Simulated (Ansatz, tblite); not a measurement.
# The cluster AlGe23H32: a ladder of methods and basis sets

The task here is to estimate one member of a computed series from the others.

Method: as each input shows; program: Ansatz 0.2.0, Gaussian basis.

Levels to be run: GFN1-xTB, GFN2-xTB, PBE-D4/def2-SVP, r2SCAN-D4/def2-SVP, B3LYP-D4/def2-SVP, r2SCAN-D4/def2-mTZVP, HF/STO-3G.

1 further run of the same task is left out (set aside as unsound or not needed).

**The geometry**

The geometry is that of the doublet, from an earlier relaxation (PBE-D4/def2-SVP).

56 atoms, charge 0, spin multiplicity 2.

Bond lengths: Ge1–Ge12 2.446 Å, Ge1–Ge16 2.448 Å, Ge1–H25 1.557 Å, Ge1–H26 1.556 Å, Ge2–Ge15 2.445 Å, Ge2–Ge17 2.445 Å, Ge2–H27 1.557 Å, Ge2–H28 1.555 Å, Ge3–Ge13 2.451 Å, Ge3–Ge18 2.446 Å, Ge3–Ge19 2.446 Å, Ge3–H29 1.563 Å, Ge4–Ge15 2.450 Å, Ge4–Ge18 2.448 Å, Ge4–Ge20 2.455 Å, Ge4–H30 1.563 Å, Ge5–Ge12 2.449 Å, Ge5–Ge13 2.496 Å and more. Angles: Ge12–Ge1–Ge16 109.8°, Ge12–Ge1–H25 110.2°, Ge12–Ge1–H26 109.0°, Ge16–Ge1–H25 109.9°, Ge16–Ge1–H26 110.0°, H25–Ge1–H26 108.0°, Ge15–Ge2–Ge17 104.9°, Ge15–Ge2–H27 110.3°, Ge15–Ge2–H28 111.5°, Ge17–Ge2–H27 110.4°, Ge17–Ge2–H28 111.4°, H27–Ge2–H28 108.4°, Ge13–Ge3–Ge18 109.3°, Ge13–Ge3–Ge19 110.5°, Ge13–Ge3–H29 106.9°, Ge18–Ge3–Ge19 108.9°, Ge18–Ge3–H29 109.9°, Ge19–Ge3–H29 111.3° and more.

PBE0-D4/def2-SVP was run before; its log isn't repeated, and its numbers join the tables.

The first run:

Tight binding, by tblite at 300 K electronic temperature and without a spin-polarisation term:

```python
tblite.interface.Calculator('GFN1-xTB', numbers, positions, charge=0, uhf=1).singlepoint()
```

Tight binding, by tblite at 300 K electronic temperature and without a spin-polarisation term:

```python
tblite.interface.Calculator('GFN2-xTB', numbers, positions, charge=0, uhf=1).singlepoint()
```

start.molden holds the orbitals of an earlier run on this state, given as this run's starting guess.

in.yaml reads:

```yaml
crystal:
  periodic: [false, false, false]
  atoms:
    - {symbol: Ge, position_ang: [-1.826524, -3.685379, 1.629576]}
    - {symbol: Ge, position_ang: [1.462174, -3.736182, -1.553955]}
    - {symbol: Ge, position_ang: [-1.466045, 2.028258, -4.192325]}
    - {symbol: Ge, position_ang: [1.403412, -0.723821, -4.195886]}
    - {symbol: Ge, position_ang: [-1.373656, -0.943723, -1.323807]}
    - {symbol: Ge, position_ang: [-1.742835, 2.130754, 1.532582]}
    - {symbol: Ge, position_ang: [1.066100, -0.923506, 1.301302]}
    - {symbol: Ge, position_ang: [1.320869, 2.182598, -1.388396]}
    - {symbol: Ge, position_ang: [-1.543249, -0.726844, 4.356983]}
    - {symbol: Ge, position_ang: [1.263193, 2.090806, 4.123758]}
    - {symbol: Ge, position_ang: [4.098744, -0.762990, -1.285157]}
    - {symbol: Ge, position_ang: [-2.935109, -2.414171, -0.142466]}
    - {symbol: Ge, position_ang: [-2.771267, 0.649073, -2.642585]}
    - {symbol: Ge, position_ang: [-3.030395, 0.765856, 3.106947]}
    - {symbol: Ge, position_ang: [0.027126, -2.244559, -2.855514]}
    - {symbol: Ge, position_ang: [-0.300543, -2.224209, 2.865854]}
    - {symbol: Ge, position_ang: [2.650181, -2.269314, 0.000511]}
    - {symbol: Ge, position_ang: [-0.107552, 0.576233, -5.617556]}
    - {symbol: Ge, position_ang: [0.013444, 3.536850, -2.959682]}
    - {symbol: Ge, position_ang: [2.753200, 0.701423, -2.721989]}
    - {symbol: Al, position_ang: [-0.226212, 0.873095, 0.035682]}
    - {symbol: Ge, position_ang: [-0.304919, 3.544055, 2.931610]}
    - {symbol: Ge, position_ang: [2.503694, 0.704269, 2.531757]}
    - {symbol: Ge, position_ang: [0.069920, 0.589930, 5.643477]}
    - {symbol: H, position_ang: [-2.883712, -4.289465, 2.600681]}
    - {symbol: H, position_ang: [-1.034226, -4.861366, 0.989222]}
    - {symbol: H, position_ang: [2.471030, -4.466226, -2.488177]}
    - {symbol: H, position_ang: [0.629728, -4.809417, -0.796220]}
    - {symbol: H, position_ang: [-2.488634, 2.823960, -5.065723]}
    - {symbol: H, position_ang: [2.354438, -1.589873, -5.083300]}
    - {symbol: H, position_ang: [-2.741827, 3.087694, 0.804382]}
    - {symbol: H, position_ang: [2.267468, 3.158865, -0.617687]}
    - {symbol: H, position_ang: [-2.379261, -1.620634, 5.328475]}
    - {symbol: H, position_ang: [2.315550, 2.925117, 4.921690]}
    - {symbol: H, position_ang: [5.061274, -1.628266, -2.154240]}
    - {symbol: H, position_ang: [4.970623, 0.078200, -0.307104]}
    - {symbol: H, position_ang: [-3.561161, -3.394695, -1.179930]}
    - {symbol: H, position_ang: [-4.081990, -1.556421, 0.463426]}
    - {symbol: H, position_ang: [-3.804969, -0.231060, -3.417398]}
    - {symbol: H, position_ang: [-3.562503, 1.527498, -1.628553]}
    - {symbol: H, position_ang: [-4.105996, -0.087016, 2.372714]}
    - {symbol: H, position_ang: [-3.773794, 1.662245, 4.143034]}
    - {symbol: H, position_ang: [-0.930426, -3.065882, -3.778527]}
    - {symbol: H, position_ang: [0.670816, -3.111901, 3.711349]}
    - {symbol: H, position_ang: [3.495645, -3.109100, 1.011476]}
    - {symbol: H, position_ang: [-1.013073, -0.391159, -6.436731]}
    - {symbol: H, position_ang: [0.698875, 1.448476, -6.624509]}
    - {symbol: H, position_ang: [0.903239, 4.303023, -3.983965]}
    - {symbol: H, position_ang: [-0.848225, 4.584249, -2.193409]}
    - {symbol: H, position_ang: [3.726104, 1.518240, -3.633295]}
    - {symbol: H, position_ang: [0.512050, 4.540065, 2.056747]}
    - {symbol: H, position_ang: [-1.106439, 4.372240, 3.980952]}
    - {symbol: H, position_ang: [3.240682, 1.566552, 1.466411]}
    - {symbol: H, position_ang: [3.580004, -0.166106, 3.262524]}
    - {symbol: H, position_ang: [-0.664292, 1.420609, 6.737321]}
    - {symbol: H, position_ang: [1.079265, -0.356969, 6.357641]}
basis:
  gaussian: {orbitals: def2-SVP, fitting: {mean_field: def2-universal-jkfit}, initial_orbitals: start.molden}
magnetization: {spin_polarized: true, initial_magnetization: 1}
hamiltonian: {xc: pbe, dispersion: d4}
scf: {omitted_lower_state_checks: [starts]}
output: {forces: true, orbitals: {seedname: orbitals}}
```

On the command line:

```sh
ansatz run in.yaml --threads 11 --pin off --events-out ev --progress --plain --max-ram 174080MiB --backend cuda --devices 0, --max-vram 75GiB
```

Among the steps run: PBE-D4/def2-SVP; r2SCAN-D4/def2-SVP; B3LYP-D4/def2-SVP; r2SCAN-D4/def2-mTZVP; HF/STO-3G.

One table of the session follows, with a row left open; its other results are not shown here.

It belongs to the step «Binding energy». 

```
               level  binding an atom (eV)
           HF/STO-3G                 3.792
     PBE-D4/def2-SVP                 2.903
  r2SCAN-D4/def2-SVP                 2.932
r2SCAN-D4/def2-mTZVP                 2.904
   B3LYP-D4/def2-SVP                     ?
    PBE0-D4/def2-SVP                 2.902
```

**Question.** Estimate the row for B3LYP-D4/def2-SVP.

**Answer.** binding an atom (eV): 2.865. In the column «binding an atom (eV)» it is the lowest.

Limits of these values: Free atoms were run apart at each level; binding is atoms less cluster, divided by the number of atoms, without zero-point or spin-orbit terms.
